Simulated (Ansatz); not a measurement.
# C₂H₆BFO₂: a ladder of functionals and wavefunction methods

An exercise on one series of results from a longer session: the logs are not shown, and one member is left open.

Computed with Ansatz 0.2.0, Gaussian basis. Level: functionals in def2-TZVPP, the program's frozen cores in correlated methods.

The runs, in order: PBE-D4, r2SCAN-D4, PBE0-D4, B3LYP-D4, ωB97X-V, ωB97M-V, B2PLYP; CCSD(T)/def2-TZVPP; MP2/def2-QZVPP; extrapolation to the limit.

## The relaxed structure

All runs share one geometry, relaxed beforehand with PBE0-D4 in a triple-zeta def2 set.

SMILES `CB(O)OCF`, 12 atoms, charge 0, spin multiplicity 1.

Atoms are counted from 1 here; the program's logs count them from 0.

Bond lengths: C1–B2 1.565 Å, C1–H7 1.090 Å, C1–H8 1.093 Å, C1–H9 1.095 Å, B2–O3 1.357 Å, B2–O4 1.384 Å, O3–H10 0.962 Å, O4–C5 1.374 Å, C5–F6 1.374 Å, C5–H11 1.092 Å, C5–H12 1.095 Å. Angles: B2–C1–H7 111.0°, B2–C1–H8 111.6°, B2–C1–H9 111.2°, H7–C1–H8 108.5°, H7–C1–H9 107.7°, H8–C1–H9 106.6°, C1–B2–O3 120.2°, C1–B2–O4 123.9°, O3–B2–O4 115.8°, B2–O3–H10 112.0°, B2–O4–C5 121.8°, O4–C5–F6 110.0°, O4–C5–H11 108.4°, O4–C5–H12 112.2°, F6–C5–H11 107.6°, F6–C5–H12 107.1°, H11–C5–H12 111.4°.

Set-up of the first run:

in.yaml reads:

```yaml
crystal:
  periodic: [false, false, false]
  atoms:
    - {symbol: C, position_ang: [-0.641882, -1.205503, -0.549599]}
    - {symbol: B, position_ang: [-0.493785, -0.244111, 0.677011]}
    - {symbol: O, position_ang: [-1.254896, -0.428628, 1.785286]}
    - {symbol: O, position_ang: [0.401117, 0.810471, 0.728702]}
    - {symbol: C, position_ang: [1.175016, 1.158368, -0.352500]}
    - {symbol: F, position_ang: [0.438979, 1.911969, -1.235142]}
    - {symbol: H, position_ang: [-1.454996, -1.914617, -0.394811]}
    - {symbol: H, position_ang: [-0.834459, -0.652274, -1.472871]}
    - {symbol: H, position_ang: [0.274901, -1.781445, -0.715082]}
    - {symbol: H, position_ang: [-1.072488, 0.230228, 2.462405]}
    - {symbol: H, position_ang: [2.001752, 1.777686, 0.000857]}
    - {symbol: H, position_ang: [1.537642, 0.282658, -0.900256]}
basis:
  gaussian: {orbitals: def2-TZVPP}
hamiltonian: {xc: pbe, dispersion: d4}
output: {forces: true, orbitals: {seedname: orbitals}}
```

Started as:

```bash
$ ansatz run in.yaml --threads 4 --pin off --events-out ev --progress --plain --max-ram 10444MiB
```

Among the steps run: PBE-D4 (GGA); r2SCAN-D4 (meta-GGA); PBE0-D4 (hybrid); B3LYP-D4 (hybrid); ωB97X-V (range-separated); ωB97M-V (range-separated); B2PLYP (double hybrid); CCSD(T) in def2-TZVPP; MP2 in def2-QZVPP.

One of the session's tables, all rows but one given; the rest of the session is left out.

| method | atomisation energy (kJ/mol) |
| --- | --- |
| PBE-D4 | ? |
| r2SCAN-D4 | 5001.0 |
| PBE0-D4 | 4986.3 |
| B3LYP-D4 | 4970.7 |
| ωB97X-V | 4978.9 |
| ωB97M-V | 4996.0 |
| B2PLYP | 4933.2 |
| HF/def2-TZVPP | 3649.8 |
| MP2/def2-TZVPP | 4977.4 |
| CCSD/def2-TZVPP | 4778.2 |
| CCSD(T)/def2-TZVPP | 4851.7 |
| MP2/CBS | 5097.3 |
| CCSD(T)/CBS | 4971.7 |

Estimate the missing values for PBE-D4.

As computed: atomisation energy (kJ/mol): 5099.5. In the column «atomisation energy (kJ/mol)» it is the highest.

Caveats from the session: Free atoms (2 C, 1 B, 2 O, 1 F, 6 H) were run apart at each level; the atomisation energy is their sum less the molecule, without zero-point or spin-orbit terms.
